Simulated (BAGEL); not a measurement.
# GeH2SO (SMILES [OH][Ge][SH]): HF/STO-3G (density fitting with qzvpp-jkfit)

Aim: the vertical ionisation energy of GeH2SO at HF/STO-3G (density fitting with qzvpp-jkfit), from 2 runs. 

The results are computed with BAGEL 1.2.2.

2 further runs of the same task are left out: 2 set aside as unsound or not needed.

### Step 1. Starting point

GeH2SO has 5 atoms, charge 0, and is taken as a singlet. As SMILES, `[OH][Ge][SH]`. Geometry: relaxed at PBE0-D4/def2-TZVP. This is one conformer, not always the lowest.

Bond lengths: O1–Ge2 1.782 Å, Ge2–S3 2.260 Å, O1–H4 0.961 Å, S3–H5 1.343 Å. Angles: O1–Ge2–S3 97.9°, Ge2–O1–H4 117.4°, Ge2–S3–H5 93.6°.

### Step 2. A single-point energy at HF/STO-3G (density fitting with qzvpp-jkfit)

job.json reads:

```json
{ "bagel" : [

{
  "title" : "molecule",
  "basis" : "sto-3g",
  "df_basis" : "qzvpp-jkfit",
  "angstrom" : true,
  "geometry" : [
    { "atom" : "O", "xyz" : [   -1.346000,   -1.001300,    0.399800 ] },
    { "atom" : "Ge", "xyz" : [   -0.897400,    0.628900,   -0.164200 ] },
    { "atom" : "S", "xyz" : [    1.343300,    0.336500,   -0.206300 ] },
    { "atom" : "H", "xyz" : [   -0.632500,   -1.625200,    0.561400 ] },
    { "atom" : "H", "xyz" : [    1.582700,    1.587400,   -0.632100 ] }
  ]
},
{ "title" : "hf" },
{ "title" : "print", "file" : "orbitals.molden", "orbitals" : true }

]}
```

On the command line:

```sh
$ BAGEL_NUM_THREADS=1 BAGEL job.json > job.out
```

The log of the run:

```text
* using 1 threads per process

  ===============================================================
  ===============================================================

  *** Geometry ***

  { "atom" : "O", "xyz" : [     -2.543571,     -1.892183,      0.755513 ] },
  { "atom" : "Ge", "xyz" : [     -1.695840,      1.188449,     -0.310293 ] },
  { "atom" : "S", "xyz" : [      2.538469,      0.635893,     -0.389850 ] },
  { "atom" : "H", "xyz" : [     -1.195252,     -3.071183,      1.060892 ] },
  { "atom" : "H", "xyz" : [      2.990870,      2.999751,     -1.194496 ] },

  Number of auxiliary basis functions:      507

  Since a DF basis is specified, we compute 2- and 3-index integrals:
    o Being stored without compression. Storage requirement is 0.005 GB

  Number of basis functions:       34
  Number of electrons      :       58

    * METHOD: MOLECULE                             1.43

  *** RHF ***

  === Nuclear Repulsion ===
   246.1847235180

      * DIIS with orbital gradients will be used.

  === RHF iteration (sto-3g) ===
      0      -2519.86144190          0.01297950           0.16
      1      -2519.92190032          0.00586105           0.10
      2      -2519.93308135          0.00086556           0.11
      3      -2519.93362064          0.00026235           0.22
      4      -2519.93368767          0.00009994           0.23
      5      -2519.93369935          0.00002025           0.26
      6      -2519.93369974          0.00000488           0.09
      7      -2519.93369976          0.00000123           0.14
      8      -2519.93369977          0.00000042           0.15
      9      -2519.93369977          0.00000016           0.33
     10      -2519.93369977          0.00000004           0.16
     11      -2519.93369977          0.00000001           0.11
     12      -2519.93369977          0.00000000           0.18
    * SCF iteration converged.

    * Permanent dipole moment:
           (   -0.176697,    -0.162073,     0.063928) a.u.

    * METHOD: HF                                   2.85

    * METHOD: PRINT                                0.01

  ===============================================================
```

It took 5.4 s on 1 thread of Intel Xeon at 2.50GHz (Skylake/Cascade Lake), shared host.

### Step 3. The doublet cation

job.json reads:

```json
{ "bagel": [

{
  "title": "molecule",
  "basis": "sto-3g",
  "df_basis": "qzvpp-jkfit",
  "angstrom": "true",
  "geometry": [
    { "atom": "O", "xyz": [      -1.346000,      -1.001300,       0.399800 ] },
    { "atom": "Ge", "xyz": [      -0.897400,       0.628900,      -0.164200 ] },
    { "atom": "S", "xyz": [       1.343300,       0.336500,      -0.206300 ] },
    { "atom": "H", "xyz": [      -0.632500,      -1.625200,       0.561400 ] },
    { "atom": "H", "xyz": [       1.582700,       1.587400,      -0.632100 ] }
  ]
},

{ "title": "uhf", "charge": 1, "nopen": 1 },

{ "title": "print", "file": "orbitals.molden", "orbitals": "true" }

]}
```

On the command line:

```sh
$ BAGEL_NUM_THREADS=1 BAGEL job.json > job.out
```

The log of the run:

```text
* using 1 threads per process

  ===============================================================
  ===============================================================

  *** Geometry ***

  { "atom" : "O", "xyz" : [     -2.543571,     -1.892183,      0.755513 ] },
  { "atom" : "Ge", "xyz" : [     -1.695840,      1.188449,     -0.310293 ] },
  { "atom" : "S", "xyz" : [      2.538469,      0.635893,     -0.389850 ] },
  { "atom" : "H", "xyz" : [     -1.195252,     -3.071183,      1.060892 ] },
  { "atom" : "H", "xyz" : [      2.990870,      2.999751,     -1.194496 ] },

  Number of auxiliary basis functions:      507

  Since a DF basis is specified, we compute 2- and 3-index integrals:
    o Being stored without compression. Storage requirement is 0.005 GB

  Number of basis functions:       34
  Number of electrons      :       58

    * METHOD: MOLECULE                             1.11

  *** Open-shell HF ***

  === Nuclear Repulsion ===
   246.1847235180

      * DIIS with orbital gradients will be used.

  === UHF iteration (sto-3g) ===
      0      -2519.63494609          0.02629066           0.52
      1      -2519.70042186          0.01667029           0.20
      2      -2519.71903426          0.00788535           0.56
      3      -2519.72469659          0.00079829           0.28
      4      -2519.72519076          0.00030590           0.33
      5      -2519.72527742          0.00015660           0.26
      6      -2519.72531654          0.00009833           0.24
      7      -2519.72533256          0.00005765           0.24
      8      -2519.72533958          0.00001392           0.15
      9      -2519.72533977          0.00000736           0.36
     10      -2519.72533984          0.00000263           0.34
     11      -2519.72533986          0.00000099           0.27
     12      -2519.72533987          0.00000055           0.39
     13      -2519.72533987          0.00000037           0.16
     14      -2519.72533987          0.00000028           0.59
     15      -2519.72533987          0.00000019           0.44
     16      -2519.72533987          0.00000007           0.44
     17      -2519.72533987          0.00000004           0.42
     18      -2519.72533987          0.00000001           0.29
     19      -2519.72533987          0.00000001           0.26
    * SCF iteration converged.

    * S^2 (UHF) is 0.7938

    * Permanent dipole moment:
           (   -0.266768,    -0.673470,     0.237565) a.u.

    * METHOD: UHF                                  7.63

    * METHOD: PRINT                                0.00

  ===============================================================
```

Wall time 10 s (1 thread of Intel Xeon at 2.50GHz (Skylake/Cascade Lake), shared host).

### Step 4. Results

At HF/STO-3G (density fitting with qzvpp-jkfit):

```
                                          quantity           value
                      singlet GeH2SO: total energy  -2519.93370 Eh
                     singlet GeH2SO: dipole moment          0.63 D
                       singlet GeH2SO: HOMO energy        -6.20 eV
                       singlet GeH2SO: LUMO energy         5.23 eV
                     singlet GeH2SO: HOMO–LUMO gap        11.42 eV
                      doublet cation: total energy  -2519.72534 Eh
                              doublet cation: ⟨S²⟩           0.794
vertical ionisation energy (to the doublet cation)        5.670 eV
```

**Reading.** Removing an electron at fixed nuclei costs 5.67 eV (547 kJ/mol). The negative HOMO energy of the first species, 6.20 eV, lies 0.53 eV above that difference. In a minimal basis such a difference can be off by several eV, whatever the method.
